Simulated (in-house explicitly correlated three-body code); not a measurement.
**Two electrons around a charge of +10 under Yukawa screening of 0.1 per bohr: exact states**

The task here is to estimate one member of a computed series from the others.

Method: two electrons, non-relativistic, variational in exponentially correlated functions. Code: in-house explicitly correlated three-body code version 1.

## The system

* charge of the centre: +10
* mass of the centre: infinite
* interactions: Yukawa, exp(−0.1 r)/r, between all pairs
* basis: 260 functions exp(−a r1 − b r2 − g r12) a state, exponent ranges optimised
* units: hartree and bohr; relativity and QED are left out

The first run:

Settings:

```ini
Z = 10.0
screening = 0.1
interaction_strength = 1.0
functions = 260
states_tried = 13
```

Launch:

```sh
python run_hyl.py task.json out
```

Steps of the session up to this table: The variational calculation.

One of the session's tables, all rows but one given; the rest of the session is left out.

```
state  binding (eV)  excitation (eV)  ⟨r12⟩ (bohr)
 1 ¹S             ?                ?             ?
 2 ³S       266.575          903.887        0.6613
 2 ³P       256.910          913.552        0.5796
 2 ¹S       256.441          914.021        0.6742
 2 ¹P       249.808          920.655        0.5731
 3 ³S       103.756          1066.71         1.471
 3 ¹S       101.104          1069.36         1.500
 3 ³P       101.050          1069.41         1.392
 3 ¹P       99.1139          1071.35         1.410
 4 ³S       49.0021          1121.46         2.651
 4 ¹S       47.9551          1122.51         2.692
 4 ³P       47.8555          1122.61         2.582
 4 ¹P       47.0805          1123.38         2.612
```

Estimate the missing values for 1 ¹S.

**Answer.** binding (eV): 1170.46; excitation (eV): 0; ⟨r12⟩ (bohr): 0.2295. In the column «binding (eV)» it is the highest.
